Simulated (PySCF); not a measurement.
# [Tl(SH)4]−: other functionals and bases at one geometry

The task here is to estimate one member of a computed series from the others.

Computed with PySCF 2.14.0. Level: several levels, as the steps say, no spin–orbit coupling.

1 further run of the same task is left out (for a known fault of the program).

**Starting geometry**

9 atoms, charge -1, spin multiplicity 1.

Bond lengths: Tl1–S2 2.556 Å, Tl1–S4 2.556 Å, Tl1–S6 2.557 Å, Tl1–S8 2.557 Å, S2–H3 1.351 Å, S4–H5 1.351 Å, S6–H7 1.351 Å, S8–H9 1.351 Å. Angles: S2–Tl1–S4 110.1°, S2–Tl1–S6 109.2°, S2–Tl1–S8 109.1°, S4–Tl1–S6 109.1°, S4–Tl1–S8 109.2°, S6–Tl1–S8 110.1°, Tl1–S2–H3 90.7°, Tl1–S4–H5 90.7°, Tl1–S6–H7 90.7°, Tl1–S8–H9 90.7°.

Coordinates:

```xyz
9
H4S4Tl
Tl    0.0000    0.0000    0.0001
S     1.6276    1.3199    1.4645
H     2.6561    0.9778    0.6573
S    -1.6276   -1.3199    1.4645
H    -2.6561   -0.9778    0.6573
S     1.3197   -1.6283   -1.4638
H     0.9672   -2.6582   -0.6634
S    -1.3197    1.6283   -1.4638
H    -0.9672    2.6582   -0.6634
```

Formal oxidation states: Tl +3. An earlier session relaxed this geometry at PBE0, Tl def2-SVP with ECP60, S def2-SVP, H def2-SVP (singlet, point group S4).

At PBE0 on the finer grid: E = -1766.792203 Eh, HOMO -2.70 eV, LUMO 2.23 eV, Mulliken charge on Tl1 +0.30 e, largest force component 0.007 eV/Å. 

Levels to run: revPBE; HF; PBE0, TZVP. Hardware: 2 threads of Arm Neoverse V1, shared host.

Set-up of the first run:

Input file run.py (the lines that set the calculation):

```python
mol = gto.M(atom='''
Tl     0.00000     0.00000     0.00012
S      1.62762     1.31994     1.46445
H      2.65609     0.97785     0.65732
S     -1.62762    -1.31994     1.46445
H     -2.65609    -0.97785     0.65732
S      1.31973    -1.62830    -1.46382
H      0.96719    -2.65822    -0.66338
S     -1.31973     1.62830    -1.46382
H     -0.96719     2.65822    -0.66338''',
    basis={'Tl': 'def2-SVP', 'S': 'def2-SVP', 'H': 'def2-SVP'},
    ecp={'Tl': 'def2-SVP'},
    charge=-1, spin=0)
mf = dft.RKS(mol, xc='PBE_R,PBE')
mf.grids.atom_grid = (75, 302)
mf = mf.density_fit()  # fitting sets: Tl def2-universal-JKFIT, S def2-universal-JKFIT, H def2-universal-JKFIT
mf.conv_tol = 1e-08; mf.max_cycle = 55
mf.kernel(dm0)  # dm0: the density of the relaxed state
```

Command:

```
$ OMP_NUM_THREADS=2 python run.py
```

Among the steps run: revPBE; HF; PBE0, TZVP.

One table of the session follows, with a row left open; its other results are not shown here.

| level | HOMO (eV) | gap (eV) | charge on Tl1 (e) | largest force component (eV/Å) |
| --- | --- | --- | --- | --- |
| PBE0 (relaxed here) | -2.70 | 4.93 | 0.30 | 0.01 |
| revPBE | -1.42 | 3.01 | 0.23 | 0.45 |
| HF | ? | ? | ? | ? |
| PBE0, TZVP | -3.05 | 4.81 | 0.68 | 0.25 |

Q: Estimate the row for HF from the others.

As computed: HOMO (eV): -5.44; gap (eV): 11.13; charge on Tl1 (e): 0.63; largest force component (eV/Å): 0.32. In the column «HOMO (eV)» it is the lowest.

In one basis the HOMO–LUMO gap runs from 3.01 eV (revPBE) to 11.13 eV (HF). The largest leftover force, 0.45 eV/Å with revPBE, stands at a geometry relaxed at another level. Total energies of different levels can't be compared.
